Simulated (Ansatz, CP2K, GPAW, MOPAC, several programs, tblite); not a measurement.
**CuF from cheap methods to r2SCAN**

How much accuracy does each second buy? CuF is computed with 10 methods, from the cheapest up to r2SCAN.

Computed with MOPAC, tblite, CP2K, GPAW, Ansatz (versions at each run) (no spin polarisation, static lattice; gaps from single points on the cell relaxed beforehand with r²SCAN, unless a step's input says otherwise).

## Step 1: The starting structure

Symmetry: P6_3/mmc, No. 194, hexagonal system. Conventional cell: a = 3.509 Å, b = 3.509 Å, c = 5.083 Å, α = 90.00°, β = 90.00°, γ = 120.00°. Cu (site symmetry -6m2) has 3 F at 2.03 Å as nearest neighbours. Around F (site symmetry -6m2) lie 3 Cu at 2.03 Å.

Coordinates:

```
CELL_PARAMETERS angstrom
3.50866 0.00000 0.00000
-1.75433 3.03859 0.00000
0.00000 0.00000 5.08252
ATOMIC_POSITIONS crystal
Cu 0.33333 0.66667 0.25000
Cu 0.66667 0.33333 0.75000
F 0.66667 0.33333 0.25000
F 0.33333 0.66667 0.75000
```

The structure type (flat hexagonal layers, h-BN or h-MgO type) is imposed and need not be the compound's stable one.

**Question.** The methods are PM6, PM7, GFN1-xTB (tblite), GFN2-xTB (tblite), PBE/DZVP, PBE/single-zeta, PBE/SZV, coarse PBE, PBE, r2SCAN. What gap does r2SCAN give on this cell, and which other methods (full PBE left aside) come nearest to r2SCAN and farthest in gap, volume and bulk modulus?

| quantity | value |
| --- | --- |
| r2SCAN | no gap, 13.55 Å³/atom, B₀ 77 GPa |
| gap: nearest and farthest of the other methods | PM7, PBE/DZVP, PBE/single-zeta, PBE/SZV, coarse PBE (about 0.00 eV off); PM6 (+2.61 eV) |
| volume: nearest and farthest of the other methods | GFN2-xTB (tblite) (-1.0 %), PBE/DZVP (+8.0 %) |
| bulk modulus: nearest and farthest of the other methods | GFN2-xTB (tblite) (-0 %), PBE/DZVP (-24 %) |

In words: For the gap (full PBE left aside), PM7, PBE/DZVP, PBE/single-zeta, PBE/SZV, coarse PBE tie for nearest to r2SCAN; PM6 is farthest. Among the 3 methods compared for the volume (full PBE left aside), GFN2-xTB (tblite) is nearest to r2SCAN and PBE/DZVP farthest. For the bulk modulus, of the 3 methods compared (full PBE left aside), GFN2-xTB (tblite) comes nearest to r2SCAN and PBE/DZVP is farthest. A minimal basis or a coarse cutoff and mesh shifts results by its own error, so closeness to r2SCAN can be chance. Cluster runs see only the k-points that fold onto the zone centre, so their gaps can miss the band edges. No volume is given for PM6, PM7, PBE/single-zeta, PBE/SZV, coarse PBE, which can hide a larger miss. The crystal is layered or molecular; volumes and moduli at fixed shape hide how each method binds the layers. Overlaps count as a gap of zero in the misses; they are PBE/DZVP -0.02, PBE/single-zeta -0.05, coarse PBE -0.07, PBE -0.06, r2SCAN -0.04 eV. CPU times run from 1.4 s (coarse PBE) to 61 s (PBE/DZVP). On this cell PM6, PBE/DZVP cost more than r2SCAN itself (18 s), so they are no saving here. PM6, GFN1-xTB (tblite), GFN2-xTB (tblite) disagree with r2SCAN even on whether there is a gap. Semilocal functionals can close a small real gap, so r2SCAN's «no gap» may be its own error. r2SCAN is a yardstick, not the truth.
